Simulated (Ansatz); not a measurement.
# LiZn: the cost of one run

Program: Ansatz 0.2.0. Level of theory: DFT PBEsol, scalar-relativistic, plane waves, PAW. These are calculated values, not measurements.

5 further runs of the same task are left out: 5 set aside as unsound or not needed. Runs told in other sessions of the task aren't counted.

## (1) The structure to begin with

The structure is cubic, space group Fd-3m (No. 227). Conventional cell: a = 6.222 Å, b = 6.222 Å, c = 6.222 Å, α = 90.00°, β = 90.00°, γ = 90.00°. Around Li (site symmetry -43m) lie 4 Li at 2.69 Å and 4 Zn at 2.69 Å. Zn (site symmetry -43m) has 4 Li at 2.69 Å and 4 Zn at 2.69 Å in its first shell of neighbours.

Coordinates:

```cif
data_structure
_symmetry_space_group_name_H-M 'P 1'
_symmetry_Int_Tables_number 1
_cell_length_a 4.3996
_cell_length_b 4.3996
_cell_length_c 4.3996
_cell_angle_alpha 60.000
_cell_angle_beta 60.000
_cell_angle_gamma 60.000
_cell_volume 60.22
loop_
_atom_site_label
_atom_site_type_symbol
_atom_site_fract_x
_atom_site_fract_y
_atom_site_fract_z
_atom_site_occupancy
Li1 Li 0.50000 0.50000 0.50000 1
Li2 Li 0.75000 0.75000 0.75000 1
Zn1 Zn 0.00000 0.00000 0.00000 1
Zn2 Zn 0.25000 0.25000 0.25000 1
```

The cell is the deposited one, not relaxed. An earlier run on this cell at PBEsol gave -3.18 GPa at 15.055 Å³/atom (10×10×10 mesh), metallic. The cell is stretched at this level.

## (2) Bands on a fine mesh, Fermi surface

Contents of input.yaml:

```yaml
crystal:
  lattice:
    - [0.0, 3.1109997716, 3.1109997716]
    - [3.1109997716, 0.0, 3.1109997716]
    - [3.1109997716, 3.1109997716, 0.0]
  atoms:
    - { symbol: Li, position: [0.5, 0.5, 0.5] }
    - { symbol: Li, position: [0.75, 0.75, 0.75] }
    - { symbol: Zn, position: [0.0, 0.0, 0.0] }
    - { symbol: Zn, position: [0.25, 0.25, 0.25] }
basis:
  ecutwfc: 420
  ecutrho_ratio: 4
kpoints:
  mp_grid: { grid: [10, 10, 10] }
hamiltonian:
  xc: pbesol
scf:
  occupations: { method: gaussian, width: 0.05 }
output:
  forces: true
  stress: true
  eigenvalues: true
  eigenstates:
    nscf_kmesh: { grid: [12, 12, 12] }
    de_dk: true
    e_range: [-2.5, 2.5]
  write_density: true
  write_potential: true
  elf: true
  volumetric_format: npy
```

Launch:

```sh
$ ansatz run input.yaml --threads 4 --pin off --max-ram 9216MiB --backend cpu --events-out ev --progress --plain --runs-dir out
```

What time and memory should one allow on 4 threads of Arm Neoverse V1, shared host?

About 2.3 s, with a peak of 0.38 GiB.
